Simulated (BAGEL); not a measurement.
# CH6InN (SMILES C[NH][InH2]): a chain of runs

Aim: a single-point energy (NEVPT2(2,4)/ANO-RCC-MB), then the energy (NEVPT2(2,4)/ANO-RCC-VDZ), then a single-point energy, then a single-point energy (NEVPT2(2,4)/ANO-RCC-VDZP), then the energy of CH6InN. 

The results are computed with BAGEL 1.2.2.

1 further run of the same task is left out (set aside as unsound or not needed).

## Step 1: Starting point

The species is CH6InN (9 atoms), meant as a singlet with charge 0. SMILES: `C[NH][InH2]`. The N2–H7 distance was set to 1.623 Å, away from the relaxed value. At this shape a bond of the SMILES string is far longer than usual.

Bond lengths: C1–N2 1.455 Å, N2–In3 2.028 Å, C1–H4 1.095 Å, C1–H5 1.096 Å, C1–H6 1.099 Å, In3–H8 1.715 Å, In3–H9 1.715 Å. Angles: C1–N2–In3 121.3°, N2–C1–H4 108.7°, N2–C1–H5 110.4°, N2–C1–H6 113.3°, N2–In3–H8 119.5°, N2–In3–H9 118.1°, H4–C1–H5 107.9°, H4–C1–H6 108.3°, H5–C1–H6 108.2°, H8–In3–H9 121.5°. A long bond or contact: N2–H7 1.623 Å.

## Step 2: A single-point energy at NEVPT2(2,4)/ANO-RCC-MB (DKH2, density fitting with AutoAux, property bond stretch) (run 1)

Contents of nevpt2.json:

```json
{ "bagel" : [

{
  "title" : "molecule",
  "basis" : "ano-rcc-mb.json",
  "df_basis" : "ano-rcc-mb-autoaux.json",
  "angstrom" : true,
  "dkh" : true,
  "geometry" : [
    { "atom" : "C", "xyz" : [      -0.660833,       1.242092,      -0.319236 ] },
    { "atom" : "N", "xyz" : [      -0.328683,      -0.165638,      -0.165076 ] },
    { "atom" : "In", "xyz" : [      -0.079283,      -0.995188,       1.669044 ] },
    { "atom" : "H", "xyz" : [      -1.185003,       1.579292,       0.581284 ] },
    { "atom" : "H", "xyz" : [      -1.332563,       1.383982,      -1.173456 ] },
    { "atom" : "H", "xyz" : [       0.219767,       1.882522,      -0.465566 ] },
    { "atom" : "H", "xyz" : [       0.649700,      -0.662910,      -1.360470 ] },
    { "atom" : "H", "xyz" : [       0.516307,      -2.598928,       1.795574 ] },
    { "atom" : "H", "xyz" : [      -0.734623,      -0.173358,       3.024184 ] }
  ]
},

{
  "title" : "hf",
  "charge" : 0
},

{
  "title" : "casscf",
  "nstate" : 1,
  "nact" : 4,
  "nclosed" : 33,
  "charge" : 0,
  "maxiter" : 200,
  "natocc" : true
},

{
  "title" : "nevpt2",
  "nstate" : 1,
  "nact" : 4,
  "nclosed" : 33,
  "charge" : 0,
  "maxiter" : 200,
  "natocc" : true,
  "ncore" : 20
}

]}
```

The basis set ANO-RCC-MB is read from a file made from the Basis Set Exchange's data (not shown).

Command:

```console
$ BAGEL_NUM_THREADS=1 BAGEL nevpt2.json > nevpt2.out
```

Log:

```text
* using 1 threads per process

  ===============================================================
  ===============================================================

  *** Geometry ***

  { "atom" : "C", "xyz" : [     -1.248793,      2.347214,     -0.603269 ] },
  { "atom" : "N", "xyz" : [     -0.621121,     -0.313010,     -0.311948 ] },
  { "atom" : "In", "xyz" : [     -0.149823,     -1.880633,      3.154036 ] },
  { "atom" : "H", "xyz" : [     -2.239331,      2.984429,      1.098468 ] },
  { "atom" : "H", "xyz" : [     -2.518179,      2.615347,     -2.217510 ] },
  { "atom" : "H", "xyz" : [      0.415299,      3.557451,     -0.879792 ] },
  { "atom" : "H", "xyz" : [      1.227755,     -1.252718,     -2.570916 ] },
  { "atom" : "H", "xyz" : [      0.975679,     -4.911262,      3.393143 ] },
  { "atom" : "H", "xyz" : [     -1.388236,     -0.327599,      5.714880 ] },

  Number of auxiliary basis functions:      715

  Since a DF basis is specified, we compute 2- and 3-index integrals:
    o Being stored without compression. Storage requirement is 0.011 GB

  Number of basis functions:       43
  Number of electrons      :       68

    * METHOD: MOLECULE                             2.03

  *** RHF ***

  === Nuclear Repulsion ===
   240.7192504041

      * DIIS with orbital gradients will be used.

  === RHF iteration (ano-rcc-mb.json) ===
      0      -5972.57674338          0.00835761           0.17
      1      -5972.59709308          0.00635985           0.16
      2      -5972.61593950          0.00113022           0.16
      3      -5972.61690342          0.00022996           0.16
      4      -5972.61698867          0.00011810           0.16
      5      -5972.61702552          0.00003261           0.16
      6      -5972.61702796          0.00001493           0.14
      7      -5972.61702856          0.00000466           0.12
      8      -5972.61702862          0.00000173           0.11
      9      -5972.61702863          0.00000062           0.14
     10      -5972.61702863          0.00000021           0.14
     11      -5972.61702863          0.00000007           0.14
     12      -5972.61702863          0.00000002           0.11
     13      -5972.61702863          0.00000001           0.10
    * SCF iteration converged.

    * Permanent dipole moment:
           (   -0.300225,    -0.284916,     0.120511) a.u.

    * METHOD: HF                                   3.44

  ---------------------------
      CASSCF calculation
  ---------------------------

    * nstate   :      1
    * nclosed  :     33
    * nact     :      4
    * nvirt    :      6
  === CASSCF iteration (ano-rcc-mb.json) ===

    * Using the second-order algorithm

      0  0     -5972.62336844     3.44e-03      0.10

      1  0     -5972.63619802     3.14e-03      0.89

      2  0     -5972.67083032     2.99e-03      0.87

      3  0     -5972.67436568     3.35e-04      0.96

      4  0     -5972.67452761     8.92e-05      0.72

      5  0     -5972.67454208     2.23e-05      0.99

      6  0     -5972.67454268     4.08e-06      0.86

      7  0     -5972.67454269     6.94e-07      0.90

      8  0     -5972.67454269     1.29e-07      0.86

      9  0     -5972.67454269     2.73e-08      0.94

     10  0     -5972.67454269     6.64e-09      0.86

    * Second-order optimization converged. *

     guess   0:   closed 1...                 open ....

  === FCI iteration ===

      0  0     -5972.61660041     5.00e-02      0.00
      1  0     -5972.67320839     8.08e-03      0.00
      2  0     -5972.67449492     1.42e-03      0.00
      3  0     -5972.67453754     4.17e-04      0.00
      4  0     -5972.67454248     9.20e-05      0.00
      5  0     -5972.67454269     1.54e-05      0.00
      6  0     -5972.67454269     6.85e-07      0.00
      7  0     -5972.67454269     3.98e-08      0.00
      8  0     -5972.67454269     3.77e-09      0.00
      9  0 *   -5972.67454269     1.32e-15      0.00

     * ci vector, state   0, <S^2> = 0.0000
       2...    -0.9593975771
       .2..     0.2818253105

    * METHOD: CASSCF                              10.19

    * freezing 20 orbitals

  === DF-NEVPT2 calculation ===

    * 3-index integral transformation done
    * assembly done

      NEVPT2 correlation energy:   -0.1465370070      0.02

          (+0)     -0.0675126946
          (+0)'    -0.0175847747
          (+1)     -0.0346972693
          (+1)'    -0.0145880445
          (+2)     -0.0112569382
          (-1)     -0.0008386893
          (-1)'    -0.0000210646
          (-2)     -0.0000375319

      NEVPT2 total energy:       -5972.8210796956

    * METHOD: NEVPT2                               0.35

  ===============================================================
```

It took 17 s on 1 thread of Intel Xeon at 2.50GHz (Skylake/Cascade Lake), shared host; peak memory 0.11 GiB.

## Step 3: A single-point energy at NEVPT2(2,4)/ANO-RCC-VDZ (DKH2, density fitting with AutoAux, property bond stretch) (run 2)

Contents of nevpt2.json:

```json
{ "bagel" : [

{
  "title" : "molecule",
  "basis" : "ano-rcc-vdz.json",
  "df_basis" : "ano-rcc-vdz-autoaux.json",
  "angstrom" : true,
  "dkh" : true,
  "geometry" : [
    { "atom" : "C", "xyz" : [      -0.293930,       1.055610,      -0.767520 ] },
    { "atom" : "N", "xyz" : [       0.038220,      -0.352120,      -0.613360 ] },
    { "atom" : "In", "xyz" : [       0.287620,      -1.181670,       1.220760 ] },
    { "atom" : "H", "xyz" : [      -0.818100,       1.392810,       0.133000 ] },
    { "atom" : "H", "xyz" : [      -0.965660,       1.197500,      -1.621740 ] },
    { "atom" : "H", "xyz" : [       0.586670,       1.696040,      -0.913850 ] },
    { "atom" : "H", "xyz" : [       0.649700,      -0.662910,      -1.360470 ] },
    { "atom" : "H", "xyz" : [       0.883210,      -2.785410,       1.347290 ] },
    { "atom" : "H", "xyz" : [      -0.367720,      -0.359840,       2.575900 ] }
  ]
},

{
  "title" : "hf"
},

{
  "title" : "nevpt2",
  "nstate" : 1,
  "nact" : 4,
  "nclosed" : 33,
  "maxiter" : 200,
  "natocc" : true,
  "ncore" : 20
}

]}
```

The basis set ANO-RCC-VDZ is read from a file made from the Basis Set Exchange's data (not shown).

Command:

```console
$ BAGEL_NUM_THREADS=1 BAGEL nevpt2.json > nevpt2.out
```

Log:

```text
* using 1 threads per process

  ===============================================================
  ===============================================================

  *** Geometry ***

  { "atom" : "C", "xyz" : [     -0.555447,      1.994814,     -1.450403 ] },
  { "atom" : "N", "xyz" : [      0.072225,     -0.665410,     -1.159082 ] },
  { "atom" : "In", "xyz" : [      0.543523,     -2.233033,      2.306902 ] },
  { "atom" : "H", "xyz" : [     -1.545985,      2.632029,      0.251334 ] },
  { "atom" : "H", "xyz" : [     -1.824833,      2.262947,     -3.064644 ] },
  { "atom" : "H", "xyz" : [      1.108646,      3.205051,     -1.726926 ] },
  { "atom" : "H", "xyz" : [      1.227755,     -1.252718,     -2.570916 ] },
  { "atom" : "H", "xyz" : [      1.669025,     -5.263662,      2.546009 ] },
  { "atom" : "H", "xyz" : [     -0.694890,     -0.679999,      4.867746 ] },

  Number of auxiliary basis functions:      715

  Since a DF basis is specified, we compute 2- and 3-index integrals:
    o Being stored without compression. Storage requirement is 0.021 GB

  Number of basis functions:       61
  Number of electrons      :       68

    * METHOD: MOLECULE                             1.87

  *** RHF ***

  === Nuclear Repulsion ===
   243.9785932056

      * DIIS with orbital gradients will be used.

  === RHF iteration (ano-rcc-vdz.json) ===
      0      -5972.66098239          0.02398771           0.24
      1      -5972.76889229          0.01748468           0.22
      2      -5972.85503343          0.00191731           0.23
      3      -5972.85654109          0.00054776           0.23
      4      -5972.85667839          0.00012816           0.23
      5      -5972.85669403          0.00003744           0.23
      6      -5972.85669614          0.00001037           0.22
      7      -5972.85669630          0.00000286           0.22
      8      -5972.85669631          0.00000105           0.22
      9      -5972.85669631          0.00000042           0.21
     10      -5972.85669631          0.00000010           0.22
     11      -5972.85669631          0.00000004           0.22
     12      -5972.85669631          0.00000001           0.22
     13      -5972.85669631          0.00000000           0.22
    * SCF iteration converged.

    * Permanent dipole moment:
           (   -0.484624,    -0.297680,     0.061654) a.u.

    * METHOD: HF                                   4.86

    * freezing 20 orbitals
  ---------------------------
      CASSCF calculation
  ---------------------------

    * nstate   :      1
    * nclosed  :     33
    * nact     :      4
    * nvirt    :     24
  === CASSCF iteration (ano-rcc-vdz.json) ===

    * Using the second-order algorithm

      0  0     -5972.85779249     5.65e-04      0.07

      1  0     -5972.86993548     6.98e-04      1.03

      2  0     -5972.87247151     7.45e-04      1.16

      3  0     -5972.87330499     2.65e-04      1.30

      4  0     -5972.87357582     1.27e-04      1.18

      5  0     -5972.87360572     2.66e-05      1.12

      6  0     -5972.87379986     2.41e-05      0.68

      7  0     -5972.87393430     6.31e-05      1.10

      8  0     -5972.87395245     2.33e-05      1.23

      9  0     -5972.87395264     9.87e-06      1.21

     10  0     -5972.87395267     4.42e-06      1.23

     11  0     -5972.87395267     2.01e-06      1.33

     12  0     -5972.87395267     9.14e-07      1.31

     13  0     -5972.87395267     4.17e-07      1.35

     14  0     -5972.87395267     1.90e-07      1.11

     15  0     -5972.87395267     8.70e-08      1.23

     16  0     -5972.87395267     3.99e-08      1.24

     17  0     -5972.87395267     1.83e-08      1.30

     18  0     -5972.87395267     8.35e-09      1.26

    * Second-order optimization converged. *

     guess   0:   closed 1...                 open ....

  === FCI iteration ===

      0  0     -5972.85615837     4.12e-02      0.00
      1  0     -5972.87272342     1.04e-02      0.00
      2  0     -5972.87382575     2.45e-03      0.00
      3  0     -5972.87393701     1.13e-03      0.00
      4  0     -5972.87395236     1.82e-04      0.00
      5  0     -5972.87395267     1.84e-05      0.00
      6  0     -5972.87395267     5.83e-07      0.00
      7  0     -5972.87395267     6.63e-08      0.00
      8  0     -5972.87395267     1.28e-09      0.00
      9  0 *   -5972.87395267     5.46e-16      0.00

     * ci vector, state   0, <S^2> = 0.0000
       2...     0.9932073567
       .2..    -0.1142859974

  === DF-NEVPT2 calculation ===

    * 3-index integral transformation done
    * assembly done

      NEVPT2 correlation energy:   -0.2920043831      0.12

          (+0)     -0.1523077854
          (+0)'    -0.0798955236
          (+1)     -0.0331692721
          (+1)'    -0.0129087830
          (+2)     -0.0061501991
          (-1)     -0.0048571299
          (-1)'    -0.0023100514
          (-2)     -0.0004056385

      NEVPT2 total energy:       -5973.1659570531

    * METHOD: NEVPT2                              23.31

  ===============================================================
```

Run time: 31 s. Hardware: 1 thread of Intel Xeon at 2.50GHz (Skylake/Cascade Lake), shared host; peak memory 0.16 GiB.

Runs 3 to 4 aren't shown in full; the table further down has their settings and results.

## Step 4: The energy at NEVPT2(2,4)/ANO-RCC-VDZP (DKH2, density fitting with AutoAux, property bond stretch) (run 5)

Contents of nevpt2.json:

```json
{ "bagel" : [

{
  "title" : "molecule",
  "basis" : "ano-rcc-vdzp.json",
  "df_basis" : "ano-rcc-vdzp-autoaux.json",
  "angstrom" : "true",
  "dkh" : "true",
  "geometry" : [
    { "atom" : "C", "xyz" : [   -0.660833,    1.242092,   -0.319236 ] },
    { "atom" : "N", "xyz" : [   -0.328683,   -0.165638,   -0.165076 ] },
    { "atom" : "In", "xyz" : [   -0.079283,   -0.995188,    1.669044 ] },
    { "atom" : "H", "xyz" : [   -1.185003,    1.579292,    0.581284 ] },
    { "atom" : "H", "xyz" : [   -1.332563,    1.383982,   -1.173456 ] },
    { "atom" : "H", "xyz" : [    0.219767,    1.882522,   -0.465566 ] },
    { "atom" : "H", "xyz" : [    0.649700,   -0.662910,   -1.360470 ] },
    { "atom" : "H", "xyz" : [    0.516307,   -2.598928,    1.795574 ] },
    { "atom" : "H", "xyz" : [   -0.734623,   -0.173358,    3.024184 ] }
  ]
},
{
  "title" : "hf"
},
{
  "title" : "nevpt2",
  "nstate" : 1,
  "nact" : 4,
  "nclosed" : 33,
  "maxiter" : 200,
  "natocc" : "true",
  "ncore" : 20
}

]}
```

The basis set ANO-RCC-VDZP is read from a file made from the Basis Set Exchange's data (not shown).

Command:

```console
$ BAGEL_NUM_THREADS=1 BAGEL nevpt2.json > nevpt2.out
```

Log:

```text
* using 1 threads per process

  ===============================================================
  ===============================================================

  *** Geometry ***

  { "atom" : "C", "xyz" : [     -1.248793,      2.347214,     -0.603269 ] },
  { "atom" : "N", "xyz" : [     -0.621121,     -0.313010,     -0.311948 ] },
  { "atom" : "In", "xyz" : [     -0.149823,     -1.880633,      3.154036 ] },
  { "atom" : "H", "xyz" : [     -2.239331,      2.984429,      1.098468 ] },
  { "atom" : "H", "xyz" : [     -2.518179,      2.615347,     -2.217510 ] },
  { "atom" : "H", "xyz" : [      0.415299,      3.557451,     -0.879792 ] },
  { "atom" : "H", "xyz" : [      1.227755,     -1.252718,     -2.570916 ] },
  { "atom" : "H", "xyz" : [      0.975679,     -4.911262,      3.393143 ] },
  { "atom" : "H", "xyz" : [     -1.388236,     -0.327599,      5.714880 ] },

  Number of auxiliary basis functions:     1100

  Since a DF basis is specified, we compute 2- and 3-index integrals:
    o Being stored without compression. Storage requirement is 0.090 GB

  Number of basis functions:      101
  Number of electrons      :       68

    * METHOD: MOLECULE                             7.93

  *** RHF ***

  === Nuclear Repulsion ===
   240.7192504041

      * DIIS with orbital gradients will be used.

  === RHF iteration (ano-rcc-vdzp.json) ===
      0      -5972.55608278          0.01861422           0.81
      1      -5972.64061891          0.01683568           0.77
      2      -5972.79558377          0.00219081           0.72
      3      -5972.79930953          0.00097129           0.66
      4      -5972.80013522          0.00020017           0.84
      5      -5972.80021847          0.00008354           0.84
      6      -5972.80023237          0.00004147           0.83
      7      -5972.80023631          0.00000978           0.85
      8      -5972.80023656          0.00000514           0.78
      9      -5972.80023659          0.00000226           0.72
     10      -5972.80023660          0.00000109           0.70
     11      -5972.80023660          0.00000052           0.86
     12      -5972.80023660          0.00000026           0.70
     13      -5972.80023661          0.00000016           0.61
     14      -5972.80023661          0.00000009           0.64
     15      -5972.80023661          0.00000006           0.71
     16      -5972.80023661          0.00000002           0.87
     17      -5972.80023661          0.00000001           0.60
     18      -5972.80023660          0.00000000           0.64
    * SCF iteration converged.

    * Permanent dipole moment:
           (   -0.275780,    -0.292835,    -0.162864) a.u.

    * METHOD: HF                                  18.82

    * freezing 20 orbitals
  ---------------------------
      CASSCF calculation
  ---------------------------

    * nstate   :      1
    * nclosed  :     33
    * nact     :      4
    * nvirt    :     64
  === CASSCF iteration (ano-rcc-vdzp.json) ===

    * Using the second-order algorithm

      0  0     -5972.80160003     3.80e-04      0.23

      1  0     -5972.81511876     7.77e-04      4.97

      2  0     -5972.83543221     1.77e-03      5.86

      3  0     -5972.84599679     5.41e-04      4.88

      4  0     -5972.84667317     1.00e-04      5.32

      5  0     -5972.84740287     9.03e-05      4.57

      6  0     -5972.84850786     1.32e-04      3.63

      7  0     -5972.84939199     7.23e-05      4.01

      8  0     -5972.85008510     5.24e-05      5.98

      9  0     -5972.85010380     1.58e-05      5.69

     10  0     -5972.85010394     6.40e-06      6.47

     11  0     -5972.85010395     2.59e-06      6.82

     12  0     -5972.85010396     1.05e-06      5.43

     13  0     -5972.85010396     4.24e-07      6.05

     14  0     -5972.85010395     1.72e-07      5.24

     15  0     -5972.85010395     7.05e-08      5.12

     16  0     -5972.85010396     2.79e-08      5.39

     17  0     -5972.85010395     1.20e-08      3.76

     18  0     -5972.85010396     4.76e-09      3.30

    * Second-order optimization converged. *

     guess   0:   closed 1...                 open ....

  === FCI iteration ===

      0  0     -5972.79805919     5.22e-02      0.00
      1  0     -5972.84970269     5.43e-03      0.00
      2  0     -5972.85008833     9.72e-04      0.00
      3  0     -5972.85010386     8.74e-05      0.00
      4  0     -5972.85010396     5.15e-06      0.00
      5  0     -5972.85010396     2.04e-07      0.00
      6  0     -5972.85010396     1.17e-08      0.00
      7  0     -5972.85010396     1.32e-10      0.00
      8  0 *   -5972.85010396     3.24e-12      0.00

     * ci vector, state   0, <S^2> = 0.0000
       2...     0.9663247102
       .2..    -0.2537456446

  === DF-NEVPT2 calculation ===

    * 3-index integral transformation done
    * assembly done

      NEVPT2 correlation energy:   -0.7803685808      1.11

          (+0)     -0.6314821172
          (+0)'    -0.0899826227
          (+1)     -0.0220453193
          (+1)'    -0.0035241824
          (+2)     -0.0021430300
          (-1)     -0.0292270004
          (-1)'    -0.0002482767
          (-2)     -0.0017160319

      NEVPT2 total energy:       -5973.6304725369

    * METHOD: NEVPT2                              98.51

  ===============================================================
```

Run time: 2.1 min. Hardware: 1 thread of Intel Xeon at 2.50GHz (Skylake/Cascade Lake), shared host; peak memory 0.35 GiB.

## Step 5: The series

| run | level | partner | energy (Eh) | wall time |
| --- | --- | --- | --- | --- |
| 1 | NEVPT2(2,4)/ANO-RCC-MB (DKH2, density fitting with AutoAux, property bond stretch) | bond moved | -5972.821080 | 17 s |
| 2 | NEVPT2(2,4)/ANO-RCC-VDZ (DKH2, density fitting with AutoAux, property bond stretch) | base | -5973.165957 | 31 s |
| 3 | NEVPT2(2,4)/ANO-RCC-VDZ (DKH2, density fitting with AutoAux, property bond stretch) | bond moved | -5973.080152 | 25 s |
| 4 | NEVPT2(2,4)/ANO-RCC-VDZP (DKH2, density fitting with AutoAux, property bond stretch) | base | -5973.713850 | 2.7 min |
| 5 | NEVPT2(2,4)/ANO-RCC-VDZP (DKH2, density fitting with AutoAux, property bond stretch) | bond moved | -5973.630473 | 2.1 min |

## Step 6: Summary of results

| quantity | value |
| --- | --- |
| run 5, NEVPT2(2,4)/ANO-RCC-VDZP: total energy | -5973.63047 Eh |
| energy change with the N2–H7 bond stretched from 1.014 to 1.623 Å, NEVPT2(2,4)/ANO-RCC-VDZ | 2.335 eV |
| energy change with the N2–H7 bond stretched from 1.014 to 1.623 Å, NEVPT2(2,4)/ANO-RCC-VDZP | 2.269 eV |

At NEVPT2(2,4)/ANO-RCC-VDZ: with the N2–H7 bond stretched from 1.014 to 1.623 Å the energy rises by 2.33 eV (225 kJ/mol). The first shape isn't relaxed at this level, so the change isn't measured from a minimum. At NEVPT2(2,4)/ANO-RCC-VDZP: with the N2–H7 bond stretched from 1.014 to 1.623 Å the energy rises by 2.27 eV (219 kJ/mol). In run 1 the basis is minimal, so the values are rough. All runs together took 6 min, the longest 2.7 min.
